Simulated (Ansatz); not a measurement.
# CHGeP (quintet): the correlation ladder, cc-pVDZ

The task here is to estimate one member of a computed series from the others.

Computed with Ansatz 0.2.0, Gaussian basis. Level: cc-pVDZ, core rule «outside noble gas», up to 20 orbitals frozen.

Plan: UHF; CCSD(T) on ROHF; CCSD(T) on UHF; BCCD(T) on ROHF; CISD; CCSDT(Q) on ROHF; CCSDT(Q) on UHF.

21 further runs of the same task are left out: 9 that didn't finish, 12 set aside as unsound or not needed.

## The geometry

The geometry is a PBE0/def2-TZVP stationary point (not a proven minimum) of the parent state, kept for this charge and spin. No spin-orbit coupling is included. The filled d shell of Ge may be among the frozen orbitals whatever the setting's name suggests; the logs give the count.

4 atoms, charge 0, spin multiplicity 5.

Atoms are counted from 1 here; the program's logs count them from 0.

Bond lengths: C1–Ge2 1.748 Å, C1–H4 1.078 Å, Ge2–P3 2.082 Å. Angles: Ge2–C1–H4 152.2°, C1–Ge2–P3 162.6°.

The first run:

in.yaml

```yaml
crystal:
  periodic: [false, false, false]
  atoms:
    - {symbol: C, position_ang: [0.000000, -0.284291, 2.059111]}
    - {symbol: Ge, position_ang: [0.000000, 0.088210, 0.351243]}
    - {symbol: P, position_ang: [0.000000, -0.096781, -1.723012]}
    - {symbol: H, position_ang: [0.000000, 0.004635, 3.097890]}
basis:
  gaussian: {orbitals: cc-pVDZ}
magnetization: {spin_polarized: true, initial_magnetization: 4}
hamiltonian: {xc: hf}
output: {orbitals: {seedname: orbitals}}
```

The run is started by

```console
ansatz run in.yaml --threads 1 --pin off --events-out ev --progress --plain --max-ram 2393MiB
```

Among the steps run: UHF; CCSD(T) on ROHF; CCSD(T) on UHF; BCCD(T) on ROHF; CISD; CCSDT(Q) on ROHF; CCSDT(Q) on UHF.

One of the session's tables, all rows but one given; the rest of the session is left out.

```
   method  from RCCSDT(Q) (meV)
      UHF               +8034.5
     RMP2               +1830.6
     UMP2               +1847.2
    RCCSD                +548.1
    UCCSD                     ?
 RCCSD(T)                +156.2
 UCCSD(T)                +164.1
  BCCD(T)                +160.5
   RCCSDT                 +59.0
   UCCSDT                 +48.9
RCCSDT(Q)                     0
UCCSDT(Q)                  +1.9
```

Estimate the missing values for UCCSD.

As computed: from RCCSDT(Q) (meV): +480.9. In the column «from RCCSDT(Q) (meV)» it lies between UCCSD(T) (+164.1) and RCCSD (+548.1).

Not comparable, so not listed: CISD (they don't share determinant, frozen orbitals or solution with the rows shown, or repeat one).

To keep in mind: Left out of the table: ROHF (another determinant or state than the rows shown). Warnings: spin contamination; coupled cluster took another determinant than the lowest; large T1 diagnostic. Restricted and unrestricted rows rest on different reference determinants; where their highest levels disagree by more than a few hundredths of an eV, they describe different states and don't form one ladder.
